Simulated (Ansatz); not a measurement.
# In3GeO2: the cost of one run

Method: DFT PBE, scalar-relativistic, plane waves, PAW, in Ansatz 0.2.0.

## Step 1: Starting point

The structure is tetragonal, space group P4mm (No. 99). The conventional cell has a = 4.253 Å, b = 4.253 Å, c = 7.194 Å, α = 90.00°, β = 90.00°, γ = 90.00°. Around In (site symmetry 2mm) lie 2 Ge at 2.26 Å and 2 O at 2.27 Å. In (site symmetry 4mm) has 2 O at 1.62 to 2.06 Å as nearest neighbours. Ge (site symmetry 4mm) has 2 O at 1.56 to 1.96 Å as nearest neighbours. Around O (site symmetry 4mm) lie 1 Ge at 1.96 Å and 1 In at 2.06 Å. O (site symmetry 4mm) is surrounded by 1 Ge at 1.56 Å and 1 In at 1.62 Å.

Structure file:

```cif
data_structure
_symmetry_space_group_name_H-M 'P 1'
_symmetry_Int_Tables_number 1
_cell_length_a 4.2531
_cell_length_b 4.2531
_cell_length_c 7.1944
_cell_angle_alpha 90.000
_cell_angle_beta 90.000
_cell_angle_gamma 90.000
_cell_volume 130.14
loop_
_atom_site_label
_atom_site_type_symbol
_atom_site_fract_x
_atom_site_fract_y
_atom_site_fract_z
_atom_site_occupancy
In1 In 0.50000 0.00000 0.84851 1
In2 In 0.00000 0.50000 0.84851 1
In3 In 0.00000 0.00000 0.18283 1
Ge1 Ge 0.00000 0.00000 0.74052 1
O1 O 0.00000 0.00000 0.46863 1
O2 O 0.00000 0.00000 0.95771 1
```

The cell is invented: random cell by space group and Wyckoff sites (P4mm, No. 99). Lengths come from tabulated atomic sizes and are only a guess.

## Step 2: A first look at the guess

Input file input.yaml:

```yaml
crystal:
  lattice:
    - [4.25311654, 0.0, 0.0]
    - [0.0, 4.25311654, 0.0]
    - [0.0, 0.0, 7.19440133]
  atoms:
    - { symbol: In, position: [0.5, 0.0, 0.84851144] }
    - { symbol: In, position: [0.0, 0.5, 0.84851144] }
    - { symbol: In, position: [0.0, 0.0, 0.18282906] }
    - { symbol: Ge, position: [0.0, 0.0, 0.74052257] }
    - { symbol: O, position: [0.0, 0.0, 0.46862604] }
    - { symbol: O, position: [0.0, 0.0, 0.95771398] }
basis:
  ecutwfc: 420
kpoints:
  mp_grid: { grid: [4, 4, 4] }
hamiltonian:
  xc: pbe
scf:
  occupations: { method: gaussian, width: 0.1 }
  lower_state_search: "off"
output:
  forces: true
  stress: true
  eigenvalues: true
```

The run is started by

```bash
$ ansatz run input.yaml --threads 1 --pin off --max-ram 2560MiB --backend cpu --events-out ev --progress --plain --runs-dir out
```

**Question.** How long does this run take on 1 thread of Arm Neoverse V1, shared host, and how much memory does it need?

About 12 s, with a peak of 0.36 GiB.
